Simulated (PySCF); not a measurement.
**[Re5]−: other functionals and bases at one geometry**

An exercise on one series of results from a longer session: the logs are not shown, and one member is left open.

Method: several levels, as the steps say, no spin–orbit coupling; program: PySCF 2.14.0.

6 further runs of the same task are left out: 2 for a known fault of the program, 4 that didn't finish. Runs told in other sessions of the task aren't counted.

## The system as given

5 atoms, charge -1, spin multiplicity 3.

Bond lengths: Re1–Re2 2.397 Å, Re1–Re4 2.308 Å, Re1–Re5 2.447 Å, Re2–Re3 2.308 Å, Re2–Re5 2.447 Å, Re3–Re4 2.310 Å. Angles: Re2–Re1–Re4 88.9°, Re2–Re1–Re5 60.7°, Re4–Re1–Re5 72.9°, Re1–Re2–Re3 88.9°, Re1–Re2–Re5 60.7°, Re3–Re2–Re5 72.9°, Re2–Re3–Re4 91.1°, Re1–Re4–Re3 91.1°, Re1–Re5–Re2 58.6°.

Coordinates:

```xyz
5
charge -1, multiplicity 3
Re    1.6194   -0.0752   -0.3155
Re   -0.0752    1.6194   -0.3155
Re   -1.6710   -0.0374   -0.5031
Re   -0.0373   -1.6711   -0.5032
Re    0.1641    0.1642    1.6372
```

An earlier session relaxed this geometry at B3LYP, Re def2-SVP with ECP60 (triplet, point group Cs).

At B3LYP on the finer grid: E = -391.427112 Eh, HOMO -0.26 eV, LUMO 1.02 eV (over both spins), ⟨S²⟩ = 3.067, Mulliken charge on Re1 -0.15 e, largest force component 0.018 eV/Å. The state is spin-contaminated.

Levels to run: revPBE; M06-L; B3LYP, TZVP. Hardware: 4 threads of Arm Neoverse V2, shared host.

The first run:

Input file run.py (the lines that set the calculation):

```python
mol = gto.M(atom='''
Re     1.61939    -0.07522    -0.31550
Re    -0.07525     1.61939    -0.31546
Re    -1.67097    -0.03735    -0.50310
Re    -0.03732    -1.67106    -0.50317
Re     0.16415     0.16423     1.63723''',
    basis={'Re': 'def2-SVP'},
    ecp={'Re': 'def2-SVP'},
    charge=-1, spin=2)
mf = dft.UKS(mol, xc='PBE_R,PBE')
mf.grids.atom_grid = (75, 302)
mf = mf.density_fit()  # fitting sets: Re def2-universal-JKFIT
mf.conv_tol = 1e-08; mf.max_cycle = 55
mf.kernel(dm0)  # dm0: the density of the relaxed state
```

Started as:

```console
$ OMP_NUM_THREADS=4 python run.py
```

Steps of the session up to this table: revPBE; M06-L; B3LYP, TZVP.

One table of the session follows, with a row left open; its other results are not shown here.

```
               level  gap (eV)  charge on Re1 (e)  dipole (D)  largest force component (eV/Å)
B3LYP (relaxed here)      1.28              -0.15        0.57                            0.02
              revPBE         ?                  ?           ?                               ?
               M06-L      0.38              -0.16        0.99                            0.31
         B3LYP, TZVP      1.28              -0.06        0.33                            0.54
```

**Question.** Estimate the row for revPBE.

**Answer.** gap (eV): 0.28; charge on Re1 (e): -0.16; dipole (D): 0.80; largest force component (eV/Å): 0.55. In the column «gap (eV)» it is the lowest.

The dipole of a charged species depends on the origin, so these sizes hold for this origin alone.

In one basis the HOMO–LUMO gap runs from 0.28 eV (revPBE) to 1.28 eV (B3LYP). The largest leftover force, 0.55 eV/Å with revPBE, stands at a geometry relaxed at another level. Total energies of different levels can't be compared.

To keep in mind: The state is spin-contaminated.
